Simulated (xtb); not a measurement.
# C4H6Si (SMILES C#C/C=C\[SiH3]): levels of theory compared

Aim: a comparison of 4 runs (GFN-FF, GFN2-xTB, GFN0-xTB, GFN1-xTB) of C4H6Si. 

The calculation is run with xtb 6.7.1.

2 further runs of the same task are left out: 2 set aside as unsound or not needed.

### Step 1. The structure to begin with

The species is C4H6Si (11 atoms), meant as a singlet with charge 0. As SMILES, `C#C/C=C\[SiH3]`. The shape is that of a GFN2-xTB optimisation.

Bond lengths: C1–C2 1.202 Å, C2–C3 1.408 Å, C3–C4 1.336 Å, C4–Si5 1.882 Å, C1–H6 1.049 Å, C3–H7 1.086 Å, C4–H8 1.083 Å, Si5–H9 1.464 Å, Si5–H10 1.464 Å, Si5–H11 1.466 Å. Some angles: C1–C2–C3 178.6°, C2–C3–C4 123.2°, C3–C4–Si5 124.1°, C2–C1–H6 179.2°, C2–C3–H7 114.8°, C4–C3–H7 122.0°, C3–C4–H8 117.4°, Si5–C4–H8 118.5°, C4–Si5–H9 109.9°, C4–Si5–H10 109.9°.

### Step 2. Energy and forces at GFN-FF (run 1)

File .CHRG:

```
0
```

File .UHF:

```
0
```

File mol.xyz:

```xyz
11
start
C      0.41240     1.95682     1.49326
C      0.54724     0.78997     1.23845
C      0.72460    -0.58088     0.96874
C      0.22552    -1.18413    -0.11342
Si    -0.78574    -0.30758    -1.43648
H      0.28525     2.97650     1.70511
H      1.30601    -1.12020     1.71086
H      0.41858    -2.24371    -0.22751
H     -2.00083     0.25474    -0.84315
H      0.00872     0.76196    -2.04436
H     -1.14175    -1.30348    -2.45149
```

On the command line:

```console
$ xtb --gfnff --grad -- mol.xyz | tee xtb.out
```

Log:

```text
* xtb version 6.7.1
[...]
         ::                     SUMMARY                     ::
         :::::::::::::::::::::::::::::::::::::::::::::::::::::
         :: total energy              -1.886024150799 Eh    ::
         :: gradient norm              0.040791496806 Eh/a0 ::
         ::.................................................::
         :: bond energy               -1.997108975085 Eh    ::
         :: angle energy               0.017734200962 Eh    ::
         :: torsion energy             0.000072568408 Eh    ::
         :: repulsion energy           0.102727256328 Eh    ::
         :: electrostat energy        -0.004133416487 Eh    ::
         :: dispersion energy         -0.005457091684 Eh    ::
         :: HB energy                 -0.000000000270 Eh    ::
         :: XB energy                  0.000000000000 Eh    ::
         :: bonded atm energy          0.000141307029 Eh    ::
         :: external energy            0.000000000000 Eh    ::
         :: add. restraining           0.000000000000 Eh    ::
         :: total charge              -0.000000000000 e     ::
[...]
molecular dipole:
                 x           y           z       tot (Debye)
 q only:       -0.088      -0.091      -0.184       0.567
           -------------------------------------------------
          | TOTAL ENERGY               -1.886024150799 Eh   |
          | GRADIENT NORM               0.040791496806 Eh/α |
           -------------------------------------------------
########################################################################
[WARNING] Runtime exception occurred
-1- gfnff_setup: Could not read topology file.
########################################################################
[...]
```

Standard error:

```text
normal termination of xtb
```

It took 0.017 s on 1 thread of AMD EPYC 9R45 (Zen 5), shared host.

### Step 3. Energy and forces at GFN2-xTB (run 2)

File detailed.inp:

```
$chrg 0
$spin 0
$end
```

File input.xyz:

```xyz
11

C      0.41240     1.95682     1.49326
C      0.54724     0.78997     1.23845
C      0.72460    -0.58088     0.96874
C      0.22552    -1.18413    -0.11342
Si    -0.78574    -0.30758    -1.43648
H      0.28525     2.97650     1.70511
H      1.30601    -1.12020     1.71086
H      0.41858    -2.24371    -0.22751
H     -2.00083     0.25474    -0.84315
H      0.00872     0.76196    -2.04436
H     -1.14175    -1.30348    -2.45149
```

On the command line:

```console
$ xtb input.xyz --grad --gfn 2 -I detailed.inp --json > xtb.out
```

Log:

```text
* xtb version 6.7.1
[...]
          :  # basis functions                  32          :
[...]
          :  # electrons                        26          :
[...]
          :  Hamiltonian                  GFN2-xTB          :
[...]
          :  net charge                          0          :
          :  unpaired electrons                  0          :
[...]
   *** convergence criteria satisfied after 13 iterations ***
[...]
         ::                     SUMMARY                     ::
         :::::::::::::::::::::::::::::::::::::::::::::::::::::
         :: total energy             -13.239762559572 Eh    ::
         :: gradient norm              0.000513063347 Eh/a0 ::
         :: HOMO-LUMO gap              3.707010254863 eV    ::
         ::.................................................::
         :: SCC energy               -13.526004031470 Eh    ::
         :: -> isotropic ES            0.012253530603 Eh    ::
         :: -> anisotropic ES          0.003246879395 Eh    ::
         :: -> anisotropic XC          0.016031129287 Eh    ::
         :: -> dispersion             -0.007137300802 Eh    ::
         :: repulsion energy           0.286241471897 Eh    ::
         :: add. restraining           0.000000000000 Eh    ::
         :: total charge               0.000000000000 e     ::
         :::::::::::::::::::::::::::::::::::::::::::::::::::::
[...]
        13        2.0000           -0.3883277             -10.5669 (HOMO)
        14                         -0.2520976              -6.8599 (LUMO)
[...]
          | TOTAL ENERGY              -13.239762559572 Eh   |
          | GRADIENT NORM               0.000513063347 Eh/α |
          | HOMO-LUMO GAP               3.707010254863 eV   |
           -------------------------------------------------
[...]
```

Standard error:

```text
normal termination of xtb
```

Wall time 0.029 s (1 thread of AMD EPYC 9R45 (Zen 5), shared host).

Run 3 isn't shown in full; the table further down has it.

### Step 4. Energy and gradient at GFN1-xTB (run 4)

File mol.xyz:

```xyz
11

C      0.412400     1.956820     1.493260
C      0.547240     0.789970     1.238450
C      0.724600    -0.580880     0.968740
C      0.225520    -1.184130    -0.113420
Si    -0.785740    -0.307580    -1.436480
H      0.285250     2.976500     1.705110
H      1.306010    -1.120200     1.710860
H      0.418580    -2.243710    -0.227510
H     -2.000830     0.254740    -0.843150
H      0.008720     0.761960    -2.044360
H     -1.141750    -1.303480    -2.451490
```

On the command line:

```console
$ xtb mol.xyz --chrg 0 --grad --json --gfn 1 | tee mol.out
```

Log:

```text
* xtb version 6.7.1
[...]
          :  # basis functions                  38          :
[...]
          :  # electrons                        26          :
[...]
          :  Hamiltonian                  GFN1-xTB          :
[...]
          :  net charge                          0          :
          :  unpaired electrons                  0          :
[...]
   *** convergence criteria satisfied after 11 iterations ***
[...]
         ::                     SUMMARY                     ::
         :::::::::::::::::::::::::::::::::::::::::::::::::::::
         :: total energy             -13.443980535290 Eh    ::
         :: gradient norm              0.028237505529 Eh/a0 ::
         :: HOMO-LUMO gap              3.692957540876 eV    ::
         ::.................................................::
         :: SCC energy               -13.717176390198 Eh    ::
         :: -> electrostatic           0.004496016490 Eh    ::
         :: repulsion energy           0.277219745214 Eh    ::
         :: dispersion energy         -0.004023890306 Eh    ::
         :: halogen bond corr.         0.000000000000 Eh    ::
         :: add. restraining           0.000000000000 Eh    ::
         :: total charge              -0.000000000000 e     ::
         :::::::::::::::::::::::::::::::::::::::::::::::::::::
[...]
        13        2.0000           -0.4367868             -11.8856 (HOMO)
        14                         -0.3010731              -8.1926 (LUMO)
[...]
          | TOTAL ENERGY              -13.443980535290 Eh   |
          | GRADIENT NORM               0.028237505529 Eh/α |
          | HOMO-LUMO GAP               3.692957540876 eV   |
           -------------------------------------------------
[...]
```

Standard error:

```text
normal termination of xtb
```

Run time: 0.03 s. Hardware: 1 thread of AMD EPYC 9R45 (Zen 5), shared host.

### Step 5. All runs side by side

```csv
run,level,energy (Eh),dipole moment (D),dispersion energy (kJ/mol),largest force (eV/Å),wall time
1,GFN-FF,-1.886024,0.57,-14.33,1.390,0.017 s
2,GFN2-xTB,-13.239763,0.31,-18.74,0.016,0.029 s
3,GFN0-xTB,-13.544479,1.13,-7.91,0.548,0.026 s
4,GFN1-xTB,-13.443981,1.17,-10.56,1.081,0.03 s
```

### Step 6. Summary of results

| quantity | value |
| --- | --- |
| run 4: total energy | -13.44398 Eh |
| run 4: dipole moment | 1.17 D |
| run 4: HOMO energy | -11.89 eV |
| run 4: LUMO energy | -8.19 eV |
| run 4: HOMO–LUMO gap | 3.69 eV |
| run 4: dispersion energy | -10.56 kJ/mol |
| run 4: largest force on an atom | 1.081 eV/Å |

The dipole moment (its size) runs from 0.31 D (GFN2-xTB) to 1.17 D (GFN1-xTB). Over runs 2, 3, 4 the HOMO–LUMO gap runs from 3.52 eV (GFN0-xTB) to 3.71 eV (GFN2-xTB). Force-field and semi-empirical energies have zeros of their own, so their totals don't compare. All runs together took 0.1 s, the longest 0.03 s.
